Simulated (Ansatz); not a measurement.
**AlBrH₄Si (SMILES [SiH3][AlH][Br]): functionals against CCSD(T) at one geometry**

One table from this session's results is given with a row withheld; the runs are named, their logs left out.

Program: Ansatz 0.2.0, Gaussian basis. Level of theory: single points in def2-TZVPP. These are calculated values, not measurements.

Cores are frozen in the correlated methods. Filled d shells of the heavier atoms are correlated.

### The starting structure

SMILES `[SiH3][AlH][Br]`, 7 atoms, charge 0, spin multiplicity 1.

Atoms are counted from 1 here; the program's logs count them from 0.

Bond lengths: Si1–Al2 2.355 Å, Si1–H4 1.388 Å, Si1–H5 1.411 Å, Si1–H6 1.643 Å, Al2–Br3 2.268 Å, Al2–H7 1.562 Å. Angles: Al2–Si1–H4 122.9°, Al2–Si1–H5 110.7°, Al2–Si1–H6 107.9°, H4–Si1–H5 106.3°, H4–Si1–H6 107.8°, H5–Si1–H6 98.4°, Si1–Al2–Br3 131.5°, Si1–Al2–H7 122.8°, Br3–Al2–H7 105.6°.

As a file:

```xyz
7
charge 0, multiplicity 1
Si   -0.9597    0.4141   -0.3979
Al    1.0184   -0.5268    0.4657
Br    2.0343   -2.5152    0.0677
H    -2.1157   -0.3246   -0.6108
H    -0.7012    1.1026   -1.6022
H    -1.3550    1.7058    0.5378
H     1.8522    0.1512    1.5988
```

The first run:

File run/in.yaml:

```yaml
crystal:
  periodic: [false, false, false]
  atoms:
    - {symbol: Si, position_ang: [-0.959700, 0.414100, -0.397900]}
    - {symbol: Al, position_ang: [1.018400, -0.526800, 0.465700]}
    - {symbol: Br, position_ang: [2.034300, -2.515200, 0.067700]}
    - {symbol: H, position_ang: [-2.115700, -0.324600, -0.610800]}
    - {symbol: H, position_ang: [-0.701200, 1.102600, -1.602200]}
    - {symbol: H, position_ang: [-1.355000, 1.705800, 0.537800]}
    - {symbol: H, position_ang: [1.852200, 0.151200, 1.598800]}
basis:
  gaussian: {orbitals: def2-TZVPP}
correlation: {method: ccsd_t}
output: {forces: true}
```

No record of the launch command was kept for these runs.

Among the steps run: CCSD(T)/def2-TZVPP; PBE0-D4/def2-TZVPP; wB97M-V/def2-TZVPP; r2SCAN-D4/def2-TZVPP; PBE-D4/def2-TZVPP; BLYP-D4/def2-TZVPP; BHLYP-D4/def2-TZVPP.

One of the session's tables, all rows but one given; the rest of the session is left out.

```
   method  RMS force component (eV/Å)  angle to CCSD(T) forces (°)  dipole (D)
  CCSD(T)                       1.071                    reference        1.15
  PBE0-D4                           ?                            ?           ?
  wB97M-V                       1.049                          2.9        1.21
r2SCAN-D4                       1.057                          3.1        1.21
   PBE-D4                       1.054                          8.3        1.14
  BLYP-D4                       1.028                          6.8        1.10
 BHLYP-D4                       1.068                          4.9        1.26
```

Q: Estimate the row for PBE0-D4 from the others.

The run gave: RMS force component (eV/Å): 1.068; angle to CCSD(T) forces (°): 3.2; dipole (D): 1.24.
